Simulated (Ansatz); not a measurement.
# Ga2H2Cl4: how energies converge with the basis set

An exercise on one series of results from a longer session: the logs are not shown, and one member is left open.

Program: Ansatz 0.2.0, Gaussian basis. Level of theory: one geometry, several basis sets. These are calculated values, not measurements.

The runs, in order: PBE0-D4/def2-SVP; ωB97M-V/def2-SVP; PBE0-D4/def2-QZVPP; ωB97M-V/def2-QZVPP; the functionals' def2-TZVPP values are taken from earlier runs.

## The relaxed structure

An earlier PBE0-D4 in a triple-zeta def2 set relaxation fixed the geometry.

8 atoms, charge 0, spin multiplicity 1.

Atoms are counted from 1 here; the program's logs count them from 0.

Bond lengths: Cl1–Ga2 2.131 Å, Ga2–Cl3 2.340 Å, Ga2–Cl6 2.340 Å, Ga2–H7 1.544 Å, Cl3–Ga4 2.340 Å, Ga4–Cl5 2.131 Å, Ga4–Cl6 2.340 Å, Ga4–H8 1.544 Å. Angles: Cl1–Ga2–Cl3 106.8°, Cl1–Ga2–Cl6 106.8°, Cl1–Ga2–H7 126.6°, Cl3–Ga2–Cl6 90.1°, Cl3–Ga2–H7 110.2°, Cl6–Ga2–H7 110.2°, Ga2–Cl3–Ga4 89.7°, Cl3–Ga4–Cl5 106.8°, Cl3–Ga4–Cl6 90.1°, Cl3–Ga4–H8 110.2°, Cl5–Ga4–Cl6 106.8°, Cl5–Ga4–H8 126.6°, Cl6–Ga4–H8 110.2°, Ga2–Cl6–Ga4 89.7°.

The first run:

File in.yaml:

```yaml
crystal:
  periodic: [false, false, false]
  atoms:
    - {symbol: Cl, position_ang: [1.174740, 0.770543, -2.681091]}
    - {symbol: Ga, position_ang: [1.455873, 0.533890, -0.581745]}
    - {symbol: Cl, position_ang: [0.593304, -1.566410, -0.017228]}
    - {symbol: Ga, position_ang: [-1.319859, -0.533032, 0.846755]}
    - {symbol: Cl, position_ang: [-2.861308, -0.781074, -0.603992]}
    - {symbol: Cl, position_ang: [-0.363877, 1.567837, 0.464096]}
    - {symbol: H, position_ang: [2.752600, 0.808305, 0.209945]}
    - {symbol: H, position_ang: [-1.431484, -0.800049, 2.363261]}
basis:
  gaussian: {orbitals: def2-SVP}
hamiltonian: {xc: pbe0, dispersion: d4}
output: {orbitals: {seedname: orbitals}}
```

Command:

```sh
> ansatz run in.yaml --threads 4 --pin off --events-out ev --progress --plain --max-ram 11315MiB
```

Among the steps run: PBE0-D4 in def2-SVP; ωB97M-V in def2-SVP; PBE0-D4 in def2-QZVPP; ωB97M-V in def2-QZVPP.

One table of the session follows, with a row left open; its other results are not shown here.

It belongs to the step «Functionals by basis». 

```
functional       basis  HOMO (eV)
   PBE0-D4    def2-SVP      -8.91
   PBE0-D4  def2-TZVPP      -9.00
   PBE0-D4  def2-QZVPP      -9.02
   ωB97M-V    def2-SVP     -11.08
   ωB97M-V  def2-TZVPP          ?
   ωB97M-V  def2-QZVPP     -11.25
```

**Question.** Estimate the row for ωB97M-V, def2-TZVPP.

As computed: HOMO (eV): -11.22. In the column «HOMO (eV)» it lies between ωB97M-V, def2-QZVPP (-11.25) and ωB97M-V, def2-SVP (-11.08).
